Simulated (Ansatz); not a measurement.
# CH2InN: small, medium and large basis sets

An exercise on one series of results from a longer session: the logs are not shown, and one member is left open.

Program: Ansatz 0.2.0, Gaussian basis. Level of theory: one geometry, several basis sets. These are calculated values, not measurements.

Levels to be run: PBE0-D4/def2-SVP; ωB97M-V/def2-SVP; PBE0-D4/def2-QZVPP; ωB97M-V/def2-QZVPP; the functionals' def2-TZVPP values are taken from earlier runs.

### Structure used throughout

An earlier PBE0-D4 in a triple-zeta def2 set relaxation fixed the geometry. In takes the def2 core potential; no spin-orbit term is included.

5 atoms, charge 0, spin multiplicity 1.

Atoms are counted from 1 here; the program's logs count them from 0.

Bond lengths: N1–C2 1.154 Å, C2–In3 2.136 Å, In3–H4 1.704 Å, In3–H5 1.704 Å. Angles: N1–C2–In3 180.0°, C2–In3–H4 114.4°, C2–In3–H5 114.3°, H4–In3–H5 131.3°.

The first run:

in.yaml

```yaml
crystal:
  periodic: [false, false, false]
  atoms:
    - {symbol: N, position_ang: [0.144884, -1.912489, 1.591998]}
    - {symbol: C, position_ang: [0.082211, -1.031395, 0.848949]}
    - {symbol: In, position_ang: [-0.033642, 0.599255, -0.526007]}
    - {symbol: H, position_ang: [-1.022762, 0.305970, -1.881895]}
    - {symbol: H, position_ang: [0.879309, 1.965059, -0.074446]}
basis:
  gaussian: {orbitals: def2-SVP}
hamiltonian: {xc: pbe0, dispersion: d4}
output: {orbitals: {seedname: orbitals}}
```

Steps of the session up to this table: PBE0-D4 in def2-SVP; ωB97M-V in def2-SVP; PBE0-D4 in def2-QZVPP; ωB97M-V in def2-QZVPP.

One of the session's tables, all rows but one given; the rest of the session is left out.

It belongs to the step «Functionals by basis». 

```
functional       basis  HOMO (eV)  LUMO (eV)
   PBE0-D4    def2-SVP      -8.93      -2.55
   PBE0-D4  def2-TZVPP      -9.01      -2.62
   PBE0-D4  def2-QZVPP          ?          ?
   ωB97M-V    def2-SVP     -11.09      -0.90
   ωB97M-V  def2-TZVPP     -11.22      -1.03
   ωB97M-V  def2-QZVPP     -11.24      -1.05
```

Q: Estimate the row for PBE0-D4, def2-QZVPP from the others.

The run gave: HOMO (eV): -9.02; LUMO (eV): -2.63. In the column «HOMO (eV)» it lies between ωB97M-V, def2-SVP (-11.09) and PBE0-D4, def2-TZVPP (-9.01).
